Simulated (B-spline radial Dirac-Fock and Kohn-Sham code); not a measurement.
# Hf: core levels and X-ray properties

Wanted for the free hafnium atom: how cheaper methods do for the levels.

Program: B-spline radial Dirac-Fock and Kohn-Sham code, version 2. Model: a free atom or ion on a radial basis; each step names its model. All values are calculated, but those marked as tabulated.

**1. The system**

The Hf atom in the configuration [Xe] 4f14 5d2 6s1 6p1 (an excited configuration).

| Item | Value |
| --- | --- |
| nuclear charge | 72 |
| electrons | 72 |
| mass number | 180 |
| nuclear rms radius | 5.347 fm |

Outer shells as boxes (Hund's rule, for the drawing alone; heavy ions are jj-coupled, and the calculation averages over the configuration):

```
[Xe] core
4f [↑↓][↑↓][↑↓][↑↓][↑↓][↑↓][↑↓]
5d [↑ ][↑ ][  ][  ][  ]
6s [↑ ]
6p [↑ ][  ][  ]
```

**2. The levels by Dirac LDA**

Model: Dirac-Kohn-Sham LDA (Slater exchange, VWN correlation), finite nucleus, spherical and without spin polarisation.

Recorded inputs:

```ini
task = binding-ladder
Z = 72
charge = 0
configuration = 1s2 2s2 2p6 3s2 3p6 3d10 4s2 4p6 4d10 4f14 5s2 5p6 5d2 6s1 6p1
mass_number = 180
rms_radius = 5.347  # fm
method = lda,vwn
relativity = dirac
```

Before running it: what results should come out? Wanted: Dirac LDA, K: eigenvalue / ΔSCF.

As calculated:

| quantity | value |
| --- | --- |
| Dirac LDA, K: eigenvalue / ΔSCF | 65123.8 / 65655.0 eV |

In words: Dirac LDA misses the K level by -0.3 % with its eigenvalue and by +0.5 % with ΔSCF. Breit and QED terms, which only the reference holds, shift this level by tenths of a per cent, so the eigenvalue's nearness can be cancellation. The Hartree-Fock and Dirac-Fock values hold no electron correlation.
